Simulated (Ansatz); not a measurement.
**CH₅AlSeSi: up Jacob's ladder to CCSD(T)**

One table from this session's results is given with a row withheld; the runs are named, their logs left out.

The runs use Ansatz 0.2.0, Gaussian basis; functionals in def2-TZVPP, the program's frozen cores in correlated methods.

Levels to be run: PBE-D4, r2SCAN-D4, PBE0-D4, B3LYP-D4, ωB97X-V, ωB97M-V, B2PLYP; CCSD(T)/def2-TZVPP; MP2/def2-QZVPP; extrapolation to the limit.

**The geometry**

All runs share one geometry, relaxed beforehand with PBE0-D4 in a triple-zeta def2 set.

9 atoms, charge 0, spin multiplicity 1.

Atoms are counted from 1 here; the program's logs count them from 0.

Bond lengths: Al1–Si2 2.439 Å, Al1–Se4 2.532 Å, Al1–H5 1.582 Å, Al1–H6 1.585 Å, Si2–C3 1.870 Å, Si2–Se4 2.396 Å, Si2–H7 1.494 Å, C3–Se4 1.992 Å, C3–H8 1.085 Å, C3–H9 1.086 Å. Angles: Si2–Al1–Se4 57.6°, Si2–Al1–H5 118.7°, Si2–Al1–H6 112.1°, Se4–Al1–H5 110.6°, Se4–Al1–H6 111.3°, H5–Al1–H6 125.9°, Al1–Si2–C3 95.2°, Al1–Si2–Se4 63.1°, Al1–Si2–H7 140.1°, C3–Si2–Se4 54.0°, C3–Si2–H7 109.4°, Se4–Si2–H7 106.6°, Si2–C3–Se4 76.6°, Si2–C3–H8 119.1°, Si2–C3–H9 120.0°, Se4–C3–H8 111.2°, Se4–C3–H9 109.5°, H8–C3–H9 113.5° and more.

Set-up of the first run:

in.yaml

```yaml
crystal:
  periodic: [false, false, false]
  atoms:
    - {symbol: Al, position_ang: [-0.982472, 1.166605, -0.914215]}
    - {symbol: Si, position_ang: [1.149872, 0.288068, -0.120277]}
    - {symbol: C, position_ang: [0.397159, -0.894535, 1.116765]}
    - {symbol: Se, position_ang: [-0.578752, -1.309036, -0.569550]}
    - {symbol: H, position_ang: [-1.143322, 1.494634, -2.453661]}
    - {symbol: H, position_ang: [-1.850263, 1.778531, 0.263018]}
    - {symbol: H, position_ang: [2.418219, -0.293766, -0.652747]}
    - {symbol: H, position_ang: [-0.275894, -0.506964, 1.874638]}
    - {symbol: H, position_ang: [0.953853, -1.769934, 1.438930]}
basis:
  gaussian: {orbitals: def2-TZVPP}
hamiltonian: {xc: pbe, dispersion: d4}
output: {forces: true, orbitals: {seedname: orbitals}}
```

Run with:

```sh
$ ansatz run in.yaml --threads 4 --pin off --events-out ev --progress --plain --max-ram 10444MiB
```

Among the steps run: PBE-D4 (GGA); r2SCAN-D4 (meta-GGA); PBE0-D4 (hybrid); B3LYP-D4 (hybrid); ωB97X-V (range-separated); ωB97M-V (range-separated); B2PLYP (double hybrid); CCSD(T) in def2-TZVPP; MP2 in def2-QZVPP.

One table of the session follows, with a row left open; its other results are not shown here.

| method | atomisation energy (kJ/mol) |
| --- | --- |
| PBE-D4 | 2789.6 |
| r2SCAN-D4 | 2783.1 |
| PBE0-D4 | 2759.7 |
| B3LYP-D4 | 2740.3 |
| ωB97X-V | 2775.4 |
| ωB97M-V | 2757.2 |
| B2PLYP | 2708.3 |
| HF/def2-TZVPP | 1985.1 |
| MP2/def2-TZVPP | 2715.0 |
| CCSD/def2-TZVPP | 2640.9 |
| CCSD(T)/def2-TZVPP | ? |
| MP2/CBS | 2796.8 |
| CCSD(T)/CBS | 2772.8 |

Q: Estimate the row for CCSD(T)/def2-TZVPP from the others.

As computed: atomisation energy (kJ/mol): 2691.1. In the column «atomisation energy (kJ/mol)» it lies between CCSD/def2-TZVPP (2640.9) and B2PLYP (2708.3).
